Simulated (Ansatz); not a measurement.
# BGeH₅N radical: up Jacob's ladder to CCSD(T)

The task here is to estimate one member of a computed series from the others.

Program: Ansatz 0.2.0, Gaussian basis. Level of theory: functionals in def2-TZVPP, the program's frozen cores in correlated methods. These are calculated values, not measurements.

Levels to be run: LDA (SPW92), PBE-D4, revPBE-D4, BLYP-D4, r2SCAN-D4, B97M-V, PBE0-D4, B3LYP-D4, r2SCANh-D4, r2SCAN0-D4, HSE06-D4, BHLYP-D4, CAM-B3LYP-D4, LC-ωPBE, ωB97X-V, ωB97M-V, B2PLYP, PBE-QIDH; CCSD(T)/def2-SVP; CCSD(T)/def2-TZVPP; MP2/def2-QZVPP; extrapolation to the limit; RPA on PBE.

**The geometry**

The geometry comes from an earlier relaxation with PBE0-D4 in a triple-zeta def2 set; it is a stationary point, not always the lowest conformer.

SMILES `B[N][GeH3]`, 8 atoms, charge 0, spin multiplicity 2.

Atoms are counted from 1 here; the program's logs count them from 0.

Bond lengths: B1–N2 1.338 Å, B1–H4 1.208 Å, B1–H5 1.208 Å, N2–Ge3 1.820 Å, Ge3–H6 1.535 Å, Ge3–H7 1.534 Å, Ge3–H8 1.536 Å. Angles: N2–B1–H4 120.1°, N2–B1–H5 120.4°, H4–B1–H5 119.6°, B1–N2–Ge3 177.0°, N2–Ge3–H6 108.1°, N2–Ge3–H7 109.2°, N2–Ge3–H8 106.3°, H6–Ge3–H7 111.1°, H6–Ge3–H8 110.9°, H7–Ge3–H8 111.0°.

The first run:

The input, in.yaml:

```yaml
crystal:
  periodic: [false, false, false]
  atoms:
    - {symbol: B, position_ang: [-0.810728, 1.044212, -1.169785]}
    - {symbol: N, position_ang: [-0.148420, 0.268045, -0.304243]}
    - {symbol: Ge, position_ang: [0.669751, -0.823435, 0.900508]}
    - {symbol: H, position_ang: [-1.752599, 0.600221, -1.782937]}
    - {symbol: H, position_ang: [-0.471420, 2.189853, -1.345883]}
    - {symbol: H, position_ang: [0.832914, -0.046450, 2.213835]}
    - {symbol: H, position_ang: [2.031733, -1.257934, 0.343395]}
    - {symbol: H, position_ang: [-0.259033, -2.031712, 1.089310]}
basis:
  gaussian: {orbitals: def2-TZVPP}
magnetization: {spin_polarized: true, initial_magnetization: 1}
hamiltonian: {xc: lda}
output: {orbitals: {seedname: orbitals}}
```

On the command line:

```sh
$ ansatz run in.yaml --threads 4 --pin off --events-out ev --progress --plain --max-ram 10444MiB
```

Among the steps run: LDA; PBE-D4 (GGA); revPBE-D4 (GGA); BLYP-D4 (GGA); r2SCAN-D4 (meta-GGA); B97M-V (meta-GGA); B3LYP-D4 (hybrid); r2SCANh-D4 (hybrid); r2SCAN0-D4 (hybrid); HSE06-D4 (hybrid); BHLYP-D4 (hybrid); CAM-B3LYP-D4 (range-separated); LC-ωPBE (range-separated); ωB97X-V (range-separated); ωB97M-V (range-separated); B2PLYP (double hybrid); PBE-QIDH (double hybrid).

One table of the session follows, with a row left open; its other results are not shown here.

It belongs to the step «Frontier levels by functional». 

```
  functional  HOMO (eV)  LUMO (eV)  gap (eV)
 LDA (SPW92)      -5.88      -4.71      1.17
      PBE-D4      -5.97      -4.38      1.59
   revPBE-D4      -5.96      -4.29      1.66
     BLYP-D4      -5.86      -4.30      1.55
   r2SCAN-D4      -6.46      -3.88      2.58
      B97M-V      -6.39      -4.06      2.33
     PBE0-D4      -7.49      -3.13      4.36
    B3LYP-D4          ?          ?         ?
  r2SCANh-D4      -7.01      -3.42      3.59
  r2SCAN0-D4      -7.83      -2.74      5.10
    HSE06-D4      -7.08      -3.52      3.56
    BHLYP-D4      -8.89      -1.78      7.10
CAM-B3LYP-D4      -8.86      -2.01      6.85
     LC-ωPBE     -10.25      -0.69      9.56
     ωB97X-V      -9.82      -1.02      8.80
     ωB97M-V      -9.59      -1.14      8.45
```

Estimate the missing values for B3LYP-D4.

Worked estimate for «HOMO (eV)». Against the share of exact exchange, BLYP-D4 (0, -5.86), BHLYP-D4 (0.5, -8.89) give a slope of -6.06 per unit share; at 0.2 the line stands at -7.07.

**Answer.** HOMO (eV): -7.22; LUMO (eV): -3.51; gap (eV): 3.71. In «HOMO (eV)» the line misses by +0.15.
